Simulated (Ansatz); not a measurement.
Sn3Se: equation of state with LDA

Sn3Se:

```
CELL_PARAMETERS angstrom
0.00000 3.73314 3.73314
3.73314 0.00000 3.73314
3.73314 3.73314 0.00000
ATOMIC_POSITIONS crystal
Sn 0.50000 0.50000 0.50000
Sn 0.75000 0.75000 0.75000
Sn 0.25000 0.25000 0.25000
Se 0.00000 0.00000 0.00000
```

The cell comes from a database or a generator and needn't be the stable form of this composition.

```
Program             : Ansatz 0.2.0
Task                : equation of state
Functional          : LDA
Potentials or basis : Ansatz PAW
Cutoff              : 420 eV
Density cutoff      : 1680 eV
k mesh              : 6 × 6 × 6
Occupations         : fermi-dirac, width 0.05 eV
Spin                : no spin polarisation
```

The equilibrium volume is 23.83 Å³/atom (rough: see the caveat). The bulk modulus is 63 GPa (rough).

Energy against volume, from the lowest point:
```
volume (Å³/atom)  energy (meV/atom)
          24.452               0.00
          24.973               6.79
          25.493              16.96
          26.013              30.10
          26.533              45.83
          27.054              63.85
          27.574              83.89
```

All runs of the series together: 18 s on 2 threads of AMD EPYC 7R43 64-Core Processor (Zen 3) (shared host).

Caveat: the minimum lies outside the volumes run.
